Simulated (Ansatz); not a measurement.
The system is MnPt2.

```
Pt Mn
1.0
     2.85840    0.00000    0.00000
    -1.42920    2.47545    0.00000
     0.00000    0.00000    6.53250
Pt Mn
2 1
Direct
  0.66667 0.33333 0.31621
  0.33333 0.66667 0.68379
  0.00000 0.00000 0.00000
```

The cell comes from a database or a generator and needn't be the stable form of this composition.

| Item | Value |
| --- | --- |
| Program | Ansatz 0.2.0 |
| Task | relaxation of cell and atoms |
| Functional | PBEsol |
| Dispersion | D4 |
| Potentials or basis | Ansatz PAW |
| Cutoff | 420 eV (not typed: the program's choice for these potentials) |
| k mesh | 11 × 11 × 4 |
| Occupations | fermi-dirac, width 0.05 eV |
| Spin | collinear spin, ferromagnetic start |
| Starting moments | [0.0, 0.0, 4.0] μB |

At the start: volume 15.41 Å³/atom.

**Question.** How do energy, volume and symmetry change on relaxing?

**Answer.** It ends after 7 steps and the volume is 14.26 Å³/atom (-7.5 %); space group P-3m1 (No. 164, to 0.05 Å); moment 3.98 μB per cell.

The path:
| step | energy change (eV) | largest force (eV/Å) | volume (Å³) |
| --- | --- | --- | --- |
| 1 | 0.0000 | 0.0235 | 46.22 |
| 2 | -0.0405 | 0.9246 | 40.66 |
| 3 | -0.1503 | 0.0709 | 43.08 |
| 4 | -0.1526 | 0.0290 | 42.83 |
| 5 | -0.1530 | 0.0036 | 42.76 |
| 6 | -0.1530 | 0.0003 | 42.77 |
| 7 | -0.1515 | 0.0004 | 42.77 |

Final structure:
```
Pt Mn
1.0
     2.75139    0.00000    0.00000
    -1.37570    2.38277    0.00000
     0.00000    0.00000    6.52365
Pt Mn
2 1
Direct
  0.66667 0.33333 0.31782
  0.33333 0.66667 0.68218
  0.00000 0.00000 0.00000
```

Caveat: the plane-wave basis is chosen anew once the cell has moved, so the energies of steps on either side of that aren't comparable; pairwise dispersion overbinds metals, which lowers pressure and volume; the PAW data sets come from PBE, with cores solved anew for the run's functional, which leaves a small shift of forces and pressure.
